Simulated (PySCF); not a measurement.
# C2H8GeNP: the cost of one run

Programs: PySCF 2.14.0, with density-fitted response routines of our own. Each step states its level of theory. These are calculated values for one molecule in the gas phase, unless marked as measured. Atoms count from 0, in the outputs and in this text.

## 1. The starting structure

13 atoms, charge 0, multiplicity 1; geometry from: GFN2-xTB. The atoms were then displaced at random by about 0.01 Å, so the start is not that level's minimum.

Bonds of the start (Å): C0–N1 1.42, N1–C2 1.26, C2–Ge3 1.96, Ge3–P4 2.32, C0–H5 1.06, C0–H6 1.11, C0–H7 1.12, C2–H8 1.06, Ge3–H9 1.54, Ge3–H10 1.52, P4–H11 1.38, P4–H12 1.39.

## 2. Relaxing the molecule at PBE0-D3(BJ)/def2-SVP

Job settings and geometry (Å):

```
{"job": {"xc": "PBE0", "basis": "def2-SVP", "d3": "d3bj", "grid": 1, "shake": 0.01, "kind": "geom"}, "charge": 0, "multiplicity": 1}
C      1.986140     0.613480     0.193800
N      1.669300    -0.264610    -0.873810
C      0.566150    -0.870800    -0.942720
Ge    -0.955150    -0.812620     0.297900
P     -2.005720     1.239470     0.520040
H      2.843260     0.277300     0.714850
H      1.138100     0.749490     0.898730
H      2.231910     1.614280    -0.247160
H      0.457550    -1.518950    -1.771810
H     -1.923240    -1.892430    -0.219450
H     -0.628400    -1.320820     1.692810
H     -3.279260     0.721110     0.579680
H     -2.094830     1.448210    -0.853180
```

Run with:

```sh
OMP_NUM_THREADS=1 python probes_run.py task.json out
```

The driver reads the jobs from task.json and runs them one after another.

**Question.** How long does this first job take on 1 thread of Arm Neoverse V1, shared host, and how much memory does it need?

About 91 s, with a peak of 0.51 GiB.
